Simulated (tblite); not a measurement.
# H36Sn22: the cost of one run

Computed with tblite 0.8.0 and PySCF 2.14.0 and routines of our own; the level stands in each step. Atoms count from 0.

### Step 1. The starting structure

58 atoms, charge 0, multiplicity 1; geometry from: force field, distance geometry or constructed start.

### Step 2. Geometry optimisation with GFN1-xTB

The job: settings as JSON, then the geometry in Å.

```
{"job": {"kind": "relax", "xc": "GFN1-xTB", "basis": "xTB"}, "charge": 0, "multiplicity": 1}
Sn    11.485900     1.323900    -0.451600
Sn     9.181600     2.654000     0.443100
Sn     6.893800     1.323400    -0.449000
Sn     6.887900    -1.321300     0.443800
Sn     9.183800    -2.652600    -0.446600
Sn    11.477700    -1.326200     0.447400
Sn    -6.888500     1.327400    -0.453300
Sn    -9.181400     2.654100     0.451500
Sn   -11.478300     1.323600    -0.450400
Sn   -11.483800    -1.326500     0.451600
Sn    -9.186900    -2.652600    -0.452100
Sn    -6.891100    -1.327700     0.450000
Sn     2.292800     1.326400    -0.445000
Sn     0.002200     2.650800     0.447300
Sn    -2.298400     1.330800    -0.449800
Sn    -2.298100    -1.325100     0.456300
Sn     0.000400    -2.649500    -0.449100
Sn     2.295100    -1.329100     0.449000
Sn     4.591800     2.653200     0.452500
Sn     4.595200    -2.650500    -0.447300
Sn    -4.594700     2.655200     0.451500
Sn    -4.593300    -2.649900    -0.450200
H     11.484400     1.330300    -2.163400
H     12.882200     2.132900     0.118200
H      9.185300     2.654000     2.170900
H      9.178700     4.273400    -0.117200
H      6.889300     1.328000    -2.170700
H      6.888000    -1.325100     2.171200
H      9.185400    -2.651000    -2.172000
H      9.185900    -4.273900     0.123100
H     11.484600    -1.325100     2.168900
H     12.884500    -2.135900    -0.119500
H     -6.889600     1.325800    -2.171900
H     -9.182700     2.650100     2.173700
H     -9.183600     4.276100    -0.123000
H    -11.480500     1.327900    -2.172900
H    -12.887200     2.137300     0.115600
H    -11.480100    -1.323200     2.167400
H    -12.885300    -2.141100    -0.119800
H     -9.189600    -2.648000    -2.168800
H     -9.184900    -4.276600     0.123500
H     -6.882700    -1.331300     2.173700
H      2.301100     1.326700    -2.173600
H      0.002600     2.650900     2.168200
H     -0.003700     4.276000    -0.117300
H     -2.298100     1.327300    -2.173400
H     -2.293800    -1.325600     2.169400
H     -0.000300    -2.648800    -2.167700
H      0.001600    -4.273900     0.119900
H      2.298100    -1.325000     2.172000
H      4.591500     2.644100     2.173100
H      4.599000     4.275600    -0.120000
H      4.592000    -2.651800    -2.169900
H      4.589000    -4.275900     0.116700
H     -4.591700     2.650500     2.171500
H     -4.592900     4.277300    -0.119100
H     -4.585800    -2.657100    -2.171900
H     -4.589700    -4.266700     0.119000
```

Run with:

```
$ OMP_NUM_THREADS=4 python large_run.py task.json out
```

This one command runs all jobs of the session in turn.

**Question.** How long does this first job take on 4 threads of Arm Neoverse N1, shared host, and how much memory does it need?

About 46 s, with a peak of 0.17 GiB.
